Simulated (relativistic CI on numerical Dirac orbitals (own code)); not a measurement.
**Ho³⁰⁺: how the levels respond to the fine-structure constant and the nuclear radius**

Aim: the factor q = dE/dx of each excitation energy, x = (α/α0)² − 1, by finite differences, and the field-shift factor by the mean square nuclear radius, for the lowest 30 levels.

The numbers are computed with relativistic CI on numerical Dirac orbitals (own code) version 4 (Dirac-Coulomb-Breit CI, KLI orbitals optimised for each configuration, derivatives by finite differences), except any that are marked as measured or tabulated.

## Step 1: The atom as given

```
ion                 : Ho³⁰⁺ (Ho XXXI)
nuclear charge      : 67
electrons           : 37
isotope             : A = 165
first configuration : [Kr] 4d
```

Outer shells as boxes (Hund's rule):

[Kr] 4d1
```
[Kr] core
4d [↑ ][  ][  ][  ][  ]
```

## Step 2: The run

Settings of the run:

```ini
atom Ho  Z=67  charge=30  electrons=37
nucleus A=165  rms_radius_fm=5.2022
hamiltonian dirac-coulomb  breit=on  qed=off  c_scale=1
orbitals kli  potential=per-configuration
slater_scale 1
correlation none
mixing on
configurations
  [Kr] 4d
  [Ar] 3d10 4s2 4p5 4d2
  [Kr] 4f
  [Ar] 3d10 4s 4p6 4d2
  [Ar] 3d10 4s2 4p5 4d 4f
  [Ar] 3d10 4s 4p6 4d 4f
end
derivatives alpha2 +-0.01 radius +-1%
```

Started as:

```sh
python run_levels.py task.json out
```

The settings of every run stand in task.json; they run in order.

The program writes no log. Results of the run, from its result record (rounded, main fields):

```text
status: converged
levels [i, E_cm, J2, conf, term, w_term]:
  - [0, 0, 3, "4s2 4p6 4d", "2D", 0.9948]
  - [1, 87513.331, 5, "4s2 4p6 4d", "2D", 0.9947]
  - [2, 1020420.5, 1, "4s2 4p5 4d2", "4D*", 0.9005]
  - [3, 1023646.2, 3, "4s2 4p5 4d2", "4D*", 0.5457]
  - [4, 1046482.2, 5, "4s2 4p5 4d2", "4F*", 0.3901]
  - [5, 1061110.3, 7, "4s2 4p5 4d2", "4G*", 0.3797]
  - [6, 1095766, 5, "4s2 4p5 4d2", "4D*", 0.4526]
  - [7, 1106139.3, 3, "4s2 4p5 4d2", "4P*", 0.3695]
  - [8, 1115773.7, 7, "4s2 4p5 4d2", "4D*", 0.5099]
  - [9, 1116150.1, 9, "4s2 4p5 4d2", "4G*", 0.7229]
  - [10, 1132829.3, 3, "4s2 4p5 4d2", "2D*", 0.3883]
  - [11, 1135548.5, 5, "4s2 4p5 4d2", "4P*", 0.4313]
  - [12, 1141139.4, 11, "4s2 4p5 4d2", "4G*", 0.5923]
  - [13, 1153540.3, 7, "4s2 4p5 4d2", "2G*", 0.4543]
  - [14, 1165795.7, 1, "4s2 4p5 4d2", "4P*", 0.3819]
  - [15, 1181880.6, 7, "4s2 4p5 4d2", "2F*", 0.4172]
  - [16, 1185944.2, 5, "4s2 4p5 4d2", "2D*", 0.3972]
  - [17, 1195745.7, 3, "4s2 4p5 4d2", "2D*", 0.3048]
  - [18, 1196931.4, 9, "4s2 4p5 4d2", "2G*", 0.4669]
  - [19, 1212721, 11, "4s2 4p5 4d2", "2H*", 0.5924]
  - [20, 1224967.5, 5, "4s2 4p5 4d2", "2D*", 0.4107]
  - [21, 1230086.6, 7, "4s2 4p5 4d2", "2F*", 0.4271]
  - [22, 1230521, 5, "4s2 4p5 4d2", "2F*", 0.3997]
  - [23, 1249194, 9, "4s2 4p5 4d2", "2G*", 0.5482]
  - [24, 1260380.5, 3, "4s2 4p5 4d2", "4F*", 0.3415]
  - [25, 1261219.4, 1, "4s2 4p5 4d2", "2P*", 0.6365]
  - [26, 1311755.1, 7, "4s2 4p5 4d2", "2F*", 0.3705]
  - [27, 1329177.4, 1, "4s2 4p5 4d2", "2P*", 0.4745]
  - [28, 1339838.9, 3, "4s2 4p5 4d2", "2P*", 0.6137]
  - [29, 1383533.5, 5, "4s2 4p5 4d2", "4F*", 0.2673]
sensitivity [i, q_alpha_cm, field_shift_GHz_per_fm2]:
  - [0, 0, 0]
  - [1, 8.818e+04, 1.672]
  - [2, 4.774e+04, 5.804]
  - [3, 3.989e+04, 5.634]
  - [4, 4.216e+04, 5.579]
  - [5, 3.811e+04, 4.898]
  - [6, 1.176e+05, 6.827]
  - [7, 5.514e+04, 5.43]
  - [8, 1.27e+05, 6.739]
  - [9, 1.212e+05, 6.233]
  - [10, 1.231e+05, 7.076]
  - [11, 1.253e+05, 7.092]
  - [12, 1.328e+05, 6.425]
  - [13, 1.203e+05, 7.153]
  - [14, 1.268e+05, 6.855]
  - [15, 1.27e+05, 7.417]
  - [16, 1.284e+05, 7.266]
  - [17, 1.261e+05, 7.266]
  - [18, 1.398e+05, 7.582]
  - [19, 1.925e+05, 7.634]
  - [20, 1.994e+05, 8.598]
  - [21, 1.949e+05, 8.011]
  - [22, 1.296e+05, 7.744]
  - [23, 1.888e+05, 8.44]
  - [24, 1.694e+05, 1.189]
  - [25, 2.099e+05, 8.497]
  - [26, 1.915e+05, 9.789]
  - [27, 1.699e+05, 1.761]
  - [28, 2.076e+05, 9.048]
  - [29, 2.847e+05, -1.631]
n_levels_all: 30
configurations [conf, odd, states]:
  - ["4s2 4p6 4d", 0, 10]
  - ["4s2 4p5 4d2", 1, 270]
  - ["4s2 4p6 4f", 1, 14]
  - ["4s 4p6 4d2", 0, 90]
  - ["4s2 4p5 4d 4f", 0, 840]
  - ["4s 4p6 4d 4f", 1, 280]
```

Run time: 2.3 s. Hardware: 1 thread of Neoverse-N1, shared host.

The relative sensitivity K = 2q/E of the transition from the lowest level:

| level | energy (eV) | q (cm⁻¹) | K | field shift (GHz/fm²) |
| --- | --- | --- | --- | --- |
| 4d 2D5/2 | 10.85 | 88180 | 2.015 | 1.67 |
| 4p5 4d2 4D°1/2 | 126.52 | 47740 | 0.094 | 5.8 |
| 4p5 4d2 [4p3/2^3 4d3/2^2] J=3/2° | 126.92 | 39890 | 0.078 | 5.63 |
| 4p5 4d2 [4p3/2^3 4d3/2^2] J=5/2° | 129.75 | 42160 | 0.081 | 5.58 |
| 4p5 4d2 [4p3/2^3 4d3/2^2] J=7/2° | 131.56 | 38110 | 0.072 | 4.9 |
| 4p5 4d2 [4p3/2^3 4d3/2 4d5/2] J=5/2° | 135.86 | 117600 | 0.215 | 6.83 |
| 4p5 4d2 [4p3/2^3 4d3/2^2] J=3/2° (ii) | 137.14 | 55140 | 0.100 | 5.43 |
| 4p5 4d2 [4p3/2^3 4d3/2 4d5/2] J=7/2° | 138.34 | 127000 | 0.228 | 6.74 |
| 4p5 4d2 [4p3/2^3 4d3/2 4d5/2] J=9/2° | 138.38 | 121200 | 0.217 | 6.23 |
| 4p5 4d2 [4p3/2^3 4d3/2 4d5/2] J=3/2° | 140.45 | 123100 | 0.217 | 7.08 |
| 4p5 4d2 [4p3/2^3 4d3/2 4d5/2] J=5/2° (ii) | 140.79 | 125300 | 0.221 | 7.09 |
| 4p5 4d2 [4p3/2^3 4d3/2 4d5/2] J=11/2° | 141.48 | 132800 | 0.233 | 6.42 |
| 4p5 4d2 [4p3/2^3 4d3/2 4d5/2] J=7/2° (ii) | 143.02 | 120300 | 0.209 | 7.15 |
| 4p5 4d2 [4p3/2^3 4d3/2 4d5/2] J=1/2° | 144.54 | 126800 | 0.217 | 6.86 |
| 4p5 4d2 [4p3/2^3 4d3/2 4d5/2] J=7/2° (iii) | 146.53 | 127000 | 0.215 | 7.42 |
| 4p5 4d2 [4p3/2^3 4d3/2 4d5/2] J=5/2° (iii) | 147.04 | 128400 | 0.216 | 7.27 |
| 4p5 4d2 [4p3/2^3 4d3/2 4d5/2] J=3/2° (ii) | 148.25 | 126100 | 0.211 | 7.27 |

## Step 3: Outcome

```
                                         quantity                                                 value
                                     lowest level                                              4d 2D3/2
              largest q in size, lowest 30 levels   284700 cm⁻¹ (4p5 4d2 [4p3/2^3 4d5/2^2] J=5/2° (ii))
largest K in size within the lowest configuration                                       2.02 (4d 2D5/2)
            largest field-shift factor among them  9.79 GHz/fm² (4p5 4d2 [4p3/2^3 4d5/2^2] J=7/2° (ii))
```

Among these levels the largest q belongs to 4p5 4d2 [4p3/2^3 4d5/2^2] J=5/2° (ii), a change of configuration. The fine-structure partner 2D5/2 has K = 2.02, close to the 2 of an interval that scales as α². K = 2q/E, the relative sensitivity of a level, hangs on the computed energy: between configurations that lie close it can be off by a factor of several.
